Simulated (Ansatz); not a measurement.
# InSb3: the cost of one run

Program: Ansatz 0.2.0. Level of theory: DFT PBE, scalar-relativistic, plane waves, PAW. These are calculated values, not measurements.

16 further runs of the same task are left out: 16 set aside as unsound or not needed.

### 1 The structure to begin with

The structure is cubic, space group Pm-3m (No. 221). Conventional cell: a = 4.814 Å, b = 4.814 Å, c = 4.814 Å, α = 90.00°, β = 90.00°, γ = 90.00°. In (site symmetry m-3m) has 12 Sb at 3.40 Å as nearest neighbours. Sb (site symmetry 4/mmm) is surrounded by 4 In at 3.40 Å and 8 Sb at 3.40 Å.

Coordinates:

```cif
data_structure
_symmetry_space_group_name_H-M 'P 1'
_symmetry_Int_Tables_number 1
_cell_length_a 4.8139
_cell_length_b 4.8139
_cell_length_c 4.8139
_cell_angle_alpha 90.000
_cell_angle_beta 90.000
_cell_angle_gamma 90.000
_cell_volume 111.55
loop_
_atom_site_label
_atom_site_type_symbol
_atom_site_fract_x
_atom_site_fract_y
_atom_site_fract_z
_atom_site_occupancy
In1 In 0.00000 0.00000 0.00000 1
Sb1 Sb 0.50000 0.00000 0.50000 1
Sb2 Sb 0.00000 0.50000 0.50000 1
Sb3 Sb 0.50000 0.50000 0.00000 1
```

It goes back to an entry of the Materials Project, which need not be the stable form.

It is the result of an earlier relaxation at this level (volume 27.89 Å³/atom; gap on the mesh: none (metal)).

### 2 Plan of the line

The energy is mapped over volume and the cell's shape.

First coordinate, volume per atom: 7 values from 25.66 to 30.12 Å³. Second coordinate, c/a of the conventional cell: 7 values from 0.834 to 1.200.

Nothing else is relaxed (symmetry fixes all fractional coordinates). Energies count from the relaxed crystal. Points are written as (first, second).

### 3 Point (25.66 Å³, 1.200)

Input file input.yaml:

```yaml
crystal:
  lattice:
    - [4.4063244213, 0.0, 0.0]
    - [0.0, 4.4063244213, 0.0]
    - [0.0, 0.0, 5.2858267757]
  atoms:
    - { symbol: In, position: [0.0, 0.0, 0.0] }
    - { symbol: Sb, position: [0.5, 0.0, 0.5] }
    - { symbol: Sb, position: [0.0, 0.5, 0.5] }
    - { symbol: Sb, position: [0.5, 0.5, 0.0] }
basis:
  ecutwfc: 420
kpoints:
  mp_grid: { grid: [10, 10, 10] }
hamiltonian:
  xc: pbe
  pseudopotentials: { kind: paw, azcp: { folder: soft_1 } }
scf:
  occupations: { method: gaussian, width: 0.15 }
output:
  forces: true
  stress: true
  eigenvalues: true
```

Run with:

```console
$ ansatz run input.yaml --threads 2 --pin off --max-ram 4096MiB --backend cpu --events-out ev --progress --plain --runs-dir out
```

What time and memory should one allow on 2 threads of Arm Neoverse N1, shared host?

About 21 s, with a peak of 0.57 GiB.
